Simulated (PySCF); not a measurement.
# ClH3Sn: the cost of one run

Method: levels as typed in each script, gas phase, geometry from GFN2-xTB; program: PySCF 2.14.0.

## (1) The starting structure

SMILES `Cl[SnH3]`, 5 atoms, charge 0, spin multiplicity 1.

Bond lengths: Cl1–Sn2 2.281 Å, Sn2–H3 1.674 Å, Sn2–H4 1.673 Å, Sn2–H5 1.674 Å. Angles: Cl1–Sn2–H3 108.2°, Cl1–Sn2–H4 108.3°, Cl1–Sn2–H5 108.2°, H3–Sn2–H4 110.7°, H3–Sn2–H5 110.7°, H4–Sn2–H5 110.7°.

As a file:

```mol
ClH3Sn
  3D, bonds by distance, orders not assigned

  5  4  0  0  0  0  0  0  0  0999 V2000
   -1.7493    0.0000   -0.0001 Cl  0  0
    0.5315    0.0000    0.0000 Sn  0  0
    1.0534    1.3703    0.8081 H   0  0
    1.0562    0.0147   -1.5890 H   0  0
    1.0534   -1.3850    0.7826 H   0  0
  1  2  8  0
  2  3  8  0
  2  4  8  0
  2  5  8  0
M  END
```

## (2) Density, bond paths and surface potential (wB97X/def2-tzvp)

File input.py:

```python
import numpy as np
from pyscf import gto, scf, dft
from pyscf.scf import atom_ks, atom_hf
from scipy.linalg import block_diag

def solve(mol, dm0=None, hcore=None):
    mf = (dft.UKS if mol.spin else dft.RKS)(mol, xc='wb97x')
    mf.grids.level = 3
    mf = mf.density_fit(auxbasis='def2-universal-jkfit')
    mf.conv_tol, mf.max_cycle = 1e-8, 80
    if hcore is not None:
        mf.get_hcore = lambda *args: hcore
    mf.kernel(dm0)
    if not mf.converged:
        mf = mf.newton().run(mf.mo_coeff, mf.mo_occ, max_cycle=30)
    assert mf.converged, 'SCF not converged'
    return mf

mol = gto.M(atom='''
Cl    -1.74935     0.00000    -0.00009
Sn     0.53152     0.00000     0.00000
H      1.05341     1.37029     0.80810
H      1.05616     0.01470    -1.58901
H      1.05337    -1.38501     0.78265
''', basis='def2-tzvp', ecp={'Sn': 'def2-tzvp'}, charge=0, spin=0, verbose=4)
mf = solve(mol)
mf.analyze()
# spherically averaged free atoms, for the promolecule
atom_ks.AtomSphAverageRKS.init_guess_by_vsap = lambda self, mol=None: self.init_guess_by_minao(mol)  # core potentials
atm = atom_ks.get_atm_nrks(mol, xc='wb97x')
pro = block_diag(*[(atm[a[0]][2] * atm[a[0]][3]) @ atm[a[0]][2].T for a in mol._atom])
np.savez('result.npz', e=mf.e_tot, c=mf.mo_coeff, occ=mf.mo_occ, eps=mf.mo_energy, pro=pro, dip=mf.dip_moment(verbose=0), s2=mf.spin_square()[0])
```

The run is started by

```
$ OMP_NUM_THREADS=1 python input.py
```

Q: Estimate wall time and peak memory on 1 thread of Arm Neoverse V1, shared host.

About 9.8 s, with a peak of 0.44 GiB.
